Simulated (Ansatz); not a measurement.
**C5H5Al: one species, many methods**

The task here is to estimate one member of a computed series from the others.

The runs use Ansatz 0.2.0, Gaussian basis; functionals in def2-TZVPP, the program's frozen cores in correlated methods.

Levels to be run: LDA (SPW92), PBE-D4, revPBE-D4, BLYP-D4, r2SCAN-D4, B97M-V, PBE0-D4, B3LYP-D4, r2SCANh-D4, r2SCAN0-D4, HSE06-D4, BHLYP-D4, CAM-B3LYP-D4, LC-ωPBE, ωB97X-V, ωB97M-V, B2PLYP, PBE-QIDH; CCSD(T)/def2-SVP; CCSD(T)/def2-TZVPP; MP2/def2-QZVPP; extrapolation to the limit; RPA on PBE.

### The relaxed structure

An earlier PBE0-D4 in a triple-zeta def2 set relaxation fixed the geometry.

11 atoms, charge 0, spin multiplicity 1.

Atoms are counted from 1 here; the program's logs count them from 0.

Bond lengths: C1–C2 1.211 Å, C1–H7 1.067 Å, C2–Al3 1.906 Å, Al3–C4 1.937 Å, Al3–C5 1.905 Å, C4–H8 1.095 Å, C4–H9 1.092 Å, C4–H10 1.095 Å, C5–C6 1.211 Å, C6–H11 1.067 Å. Angles: C2–C1–H7 179.7°, C1–C2–Al3 178.5°, C2–Al3–C4 120.8°, C2–Al3–C5 117.1°, C4–Al3–C5 122.1°, Al3–C4–H8 110.7°, Al3–C4–H9 112.5°, Al3–C4–H10 110.7°, H8–C4–H9 108.2°, H8–C4–H10 106.4°, H9–C4–H10 108.1°, Al3–C5–C6 178.6°, C5–C6–H11 179.7°.

Set-up of the first run:

in.yaml reads:

```yaml
crystal:
  periodic: [false, false, false]
  atoms:
    - {symbol: C, position_ang: [2.757927, -0.681396, -1.203532]}
    - {symbol: C, position_ang: [1.674206, -0.413145, -0.735305]}
    - {symbol: Al, position_ang: [-0.014421, -0.002853, 0.046791]}
    - {symbol: C, position_ang: [-0.265899, -0.093827, 1.965143]}
    - {symbol: C, position_ang: [-1.422154, 0.494309, -1.136881]}
    - {symbol: C, position_ang: [-2.335280, 0.813343, -1.864949]}
    - {symbol: H, position_ang: [3.710797, -0.916352, -1.621468]}
    - {symbol: H, position_ang: [-0.040812, -1.098367, 2.337423]}
    - {symbol: H, position_ang: [-1.283950, 0.160877, 2.266466]}
    - {symbol: H, position_ang: [0.421718, 0.586673, 2.477552]}
    - {symbol: H, position_ang: [-3.136729, 1.093738, -2.510637]}
basis:
  gaussian: {orbitals: def2-TZVPP}
hamiltonian: {xc: lda}
output: {orbitals: {seedname: orbitals}}
```

Steps of the session up to this table: LDA; PBE-D4 (GGA); revPBE-D4 (GGA); BLYP-D4 (GGA); r2SCAN-D4 (meta-GGA); B97M-V (meta-GGA); PBE0-D4 (hybrid); B3LYP-D4 (hybrid); r2SCANh-D4 (hybrid); r2SCAN0-D4 (hybrid); HSE06-D4 (hybrid); BHLYP-D4 (hybrid); CAM-B3LYP-D4 (range-separated); LC-ωPBE-D4 (range-separated; the results give it without D4); ωB97X-V (range-separated); ωB97M-V (range-separated); B2PLYP (double hybrid); PBE-QIDH (double hybrid).

One of the session's tables, all rows but one given; the rest of the session is left out.

It belongs to the step «Orbital energies across the functionals». 

| functional | HOMO (eV) | LUMO (eV) | gap (eV) |
| --- | --- | --- | --- |
| LDA (SPW92) | -7.00 | -2.65 | 4.35 |
| PBE-D4 | -6.83 | -2.39 | 4.44 |
| revPBE-D4 | -6.76 | -2.27 | 4.49 |
| BLYP-D4 | -6.64 | -2.26 | 4.39 |
| r2SCAN-D4 | -7.06 | -2.14 | 4.92 |
| B97M-V | -7.02 | -2.18 | 4.83 |
| PBE0-D4 | -8.03 | -1.59 | 6.44 |
| B3LYP-D4 | -7.77 | -1.80 | 5.98 |
| r2SCANh-D4 | ? | ? | ? |
| r2SCAN0-D4 | -8.19 | -1.45 | 6.74 |
| HSE06-D4 | -7.63 | -1.96 | 5.67 |
| BHLYP-D4 | -9.06 | -0.75 | 8.30 |
| CAM-B3LYP-D4 | -9.39 | -0.62 | 8.76 |
| LC-ωPBE | -10.85 | 0.48 | 11.33 |
| ωB97X-V | -10.42 | 0.37 | 10.79 |
| ωB97M-V | -10.30 | 0.16 | 10.46 |

Q: Estimate the row for r2SCANh-D4 from the others.

Worked estimate for «HOMO (eV)». Against the share of exact exchange, r2SCAN-D4 (0, -7.06), r2SCAN0-D4 (0.25, -8.19) give a slope of -4.52 per unit share; at 0.1 the line stands at -7.51.

The run gave: HOMO (eV): -7.51; LUMO (eV): -1.86; gap (eV): 5.65. In «HOMO (eV)» the line misses by 0.00.
